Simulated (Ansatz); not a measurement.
# In(PF3)H3 (F3H3InP): inputs that go wrong

Aim: try 3 inputs for In(PF3)H3 (F3H3InP) as typed, read how each ends, and find what has to change.

Program: Ansatz 0.2.0, Gaussian basis. Level of theory: the settings change from run to run. These are calculated values, not measurements.

### Step 1. The molecule

The structure was relaxed beforehand with r2SCAN-D4/def2-SVP. In takes a core potential in def2 sets; no spin-orbit term is included.

8 atoms, charge 0, spin multiplicity 1.

Atoms are counted from 1 here; the program's logs count them from 0.

Bond lengths: In1–P2 2.830 Å, In1–H6 1.732 Å, In1–H7 1.731 Å, In1–H8 1.731 Å, P2–F3 1.588 Å, P2–F4 1.588 Å, P2–F5 1.588 Å. Angles: P2–In1–H6 92.3°, P2–In1–H7 92.3°, P2–In1–H8 92.8°, H6–In1–H7 119.8°, H6–In1–H8 119.8°, H7–In1–H8 119.9°, In1–P2–F3 119.0°, In1–P2–F4 118.3°, In1–P2–F5 118.7°, F3–P2–F4 98.9°, F3–P2–F5 98.9°, F4–P2–F5 98.9°.

### Step 2. Attempt 1

Contents of in.yaml:

```yaml
crystal:
  periodic: [false, false, false]
  atoms:
    - {symbol: In, position_ang: [0.034266, -0.039506, -1.672147]}
    - {symbol: P, position_ang: [-0.027050, 0.025365, 1.156326]}
    - {symbol: F, position_ang: [-1.430327, 0.114460, 1.894780]}
    - {symbol: F, position_ang: [0.717166, 1.215219, 1.899415]}
    - {symbol: F, position_ang: [0.595973, -1.193866, 1.960819]}
    - {symbol: H, position_ang: [1.764835, -0.092922, -1.703658]}
    - {symbol: H, position_ang: [-0.781391, 1.482876, -1.794123]}
    - {symbol: H, position_ang: [-0.873472, -1.511627, -1.741412]}
basis:
  gaussian: {orbitals: def2-TZVP, fitting: {mean_field: cc-pVTZ-jkfit}}
hamiltonian: {xc: {name: B97}}
scf: {omitted_lower_state_checks: [starts]}
```

Started as:

```bash
$ ansatz run in.yaml --threads 4 --pin off --events-out ev --progress --plain --max-ram 3916MiB
```

Standard output:

```text
Functional definition: B97
  name "B97"
  cite "Becke, J. Chem. Phys. 107, 8554 (1997) doi:10.1063/1.475007"
  parameter cx = 0.1943
  parameter cx0 = 0.8094
  parameter cx1 = 0.5073
  parameter cx2 = 0.7481
  parameter css0 = 0.1737
  parameter css1 = 2.3487
  parameter css2 = -2.4868
  parameter cos0 = 0.9454
  parameter cos1 = 0.7471
  parameter cos2 = -4.5961
  exchange = spin_sum(e_x_unif_s*poly(b97_u_x, cx0, cx1, cx2)) + cx*exact_x
  correlation = spin_sum(e_c_pw_same_spin*poly(b97_u_same, css0, css1, css2))
      + integral(e_c_pw_opposite_spin*poly(b97_u_opposite, cos0, cos1, cos2))
these checks for a lower state are left out or cut short: starts
Error: <dir> the basis set cc-pVTZ-JKFIT has no functions for In
```

Wall time 0.36 s (4 threads of Intel Xeon at 2.50GHz, shared host).

What is wrong: The program refused the input. The fitting set named has no entry for an element of this molecule. Cure: leave the fitting key out, or name a set that covers all elements and suits the basis.

### Step 3. Attempt 2

Contents of in.yaml:

```yaml
crystal:
  periodic: [false, false, false]
  atoms:
    - {symbol: In, position_ang: [0.034266, -0.039506, -1.672147]}
    - {symbol: P, position_ang: [-0.027050, 0.025365, 1.156326]}
    - {symbol: F, position_ang: [-1.430327, 0.114460, 1.894780]}
    - {symbol: F, position_ang: [0.717166, 1.215219, 1.899415]}
    - {symbol: F, position_ang: [0.595973, -1.193866, 1.960819]}
    - {symbol: H, position_ang: [1.764835, -0.092922, -1.703658]}
    - {symbol: H, position_ang: [-0.781391, 1.482876, -1.794123]}
    - {symbol: H, position_ang: [-0.873472, -1.511627, -1.741412]}
basis:
  gaussian: {orbitals: def2-mTZVPP}
hamiltonian: {xc: {name: HF}}
correlation: {method: mp2, frozen_orbitals: {In: 0}}
output: {forces: true}
```

Launched as before.

Standard output:

```text
Functional definition: HF
  name "HF"
  cite "Fock, Z. Phys. 61, 126 (1930) doi:10.1007/BF01340294"
  parent pbe
  exchange = exact_x
  correlation = 0
Error: "frozen_orbitals" has no count for P
```

It took 0.27 s on 4 threads of Intel Xeon at 2.50GHz, shared host.

Diagnosis: Refused before any calculation. Frozen orbitals are typed for one element alone, and the program wants a count for each. To mend it, leave frozen_orbitals out, or give every element a count that its core really has.

### Step 4. Attempt 3

Contents of in.yaml:

```yaml
crystal:
  periodic: [false, false, false]
  atoms:
    - {symbol: In, position_ang: [0.049313, -0.015182, -1.668411]}
    - {symbol: P, position_ang: [-0.062035, -0.009297, 1.155406]}
    - {symbol: Xx, position_ang: [-1.436611, 0.118138, 1.921980]}
    - {symbol: F, position_ang: [0.730196, 1.215412, 1.882104]}
    - {symbol: F, position_ang: [0.606593, -1.230982, 2.011087]}
    - {symbol: H, position_ang: [1.777851, -0.099851, -1.657715]}
    - {symbol: H, position_ang: [-0.803153, 1.444135, -1.796838]}
    - {symbol: H, position_ang: [-0.915609, -1.491858, -1.752557]}
basis:
  gaussian: {orbitals: def2-mTZVP}
total_charge: -1
magnetization: {spin_polarized: true, initial_magnetization: 1}
hamiltonian: {xc: {name: r2SCAN}}
accuracy: high
output: {forces: true}
```

Same command.

Standard output:

```text
Error: YAML parse error: error: line 6 column 16: `Xx` is not an element symbol (H … Og, case-exact)
 --> <input>:6:16
  |
4 |     - {symbol: In, position_ang: [0.049313, -0.015182, -1.668411]}
5 |     - {symbol: P, position_ang: [-0.062035, -0.009297, 1.155406]}
6 |     - {symbol: Xx, position_ang: [-1.436611, 0.118138, 1.921980]}
  |                ^ `Xx` is not an element symbol (H … Og, case-exact)
7 |     - {symbol: F, position_ang: [0.730196, 1.215412, 1.882104]}
8 |     - {symbol: F, position_ang: [0.606593, -1.230982, 2.011087]}
  |
```

Wall time 0.06 s (4 threads of Intel Xeon at 2.50GHz, shared host).

Diagnosis: The program refused the input. An element symbol is wrong. It also asks for charge -1 and multiplicity 2, another species or state than the molecule above. Its coordinates are also moved off the relaxed structure. Fix: correct the symbol, and set charge and spin to those of the species named.

### Step 5. Summary

```tsv
attempt	level	ended	cause	time
1	B97/def2-TZVP	refused	the fitting set named has no entry for an element of this molecule	0.36 s
2	MP2/def2-mTZVPP	refused	frozen orbitals are typed for one element alone, and the program wants a count for each	0.27 s
3	r2SCAN/def2-mTZVP	refused	an element symbol is wrong	0.06 s
```

In words: 3 refused. A refusal costs next to no computing time.
